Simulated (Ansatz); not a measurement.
# GaBr₂Cl: how energies converge with the basis set

How large a basis does GaBr₂Cl need? Two functionals are run in growing sets.

Program: Ansatz 0.2.0, Gaussian basis. Level of theory: one geometry, several basis sets. These are calculated values, not measurements.

Levels to be run: PBE0-D4/def2-SVP; ωB97M-V/def2-SVP; PBE0-D4/def2-QZVPP; ωB97M-V/def2-QZVPP; the functionals' def2-TZVPP values are taken from earlier runs.

**1. The relaxed structure**

All runs share one geometry, relaxed beforehand with PBE0-D4 in a triple-zeta def2 set.

SMILES `[Cl][Ga]([Br])[Br]`, 4 atoms, charge 0, spin multiplicity 1.

Atoms are counted from 1 here; the program's logs count them from 0.

Bond lengths: Cl1–Ga2 2.117 Å, Ga2–Br3 2.258 Å, Ga2–Br4 2.258 Å. Angles: Cl1–Ga2–Br3 119.6°, Cl1–Ga2–Br4 119.6°, Br3–Ga2–Br4 120.8°.

**2. PBE0-D4 in def2-SVP**

The input, in.yaml:

```yaml
crystal:
  periodic: [false, false, false]
  atoms:
    - {symbol: Cl, position_ang: [0.753062, 0.653327, 1.895387]}
    - {symbol: Ga, position_ang: [0.023709, -0.006162, 0.020228]}
    - {symbol: Br, position_ang: [0.258713, -2.173100, -0.568930]}
    - {symbol: Br, position_ang: [-0.979984, 1.465734, -1.366884]}
basis:
  gaussian: {orbitals: def2-SVP}
hamiltonian: {xc: pbe0, dispersion: d4}
output: {orbitals: {seedname: orbitals}}
```

The runs that follow: ωB97M-V in def2-SVP; PBE0-D4 in def2-QZVPP; ωB97M-V in def2-QZVPP.

Q: Predict the results of all the runs planned. Wanted: PBE0-D4: double and triple zeta above quadruple; ωB97M-V: double and triple zeta above quadruple.

As calculated:

| quantity | value |
| --- | --- |
| PBE0-D4: double and triple zeta above quadruple | 32.41, 4.39 eV |
| ωB97M-V: double and triple zeta above quadruple | 32.05, 4.23 eV |

**Reading.** PBE0-D4 gains 28.02 eV from double to triple zeta, then 4.39 eV more. These are total energies; as a rule much of such shifts cancels in differences, which this series doesn't test.
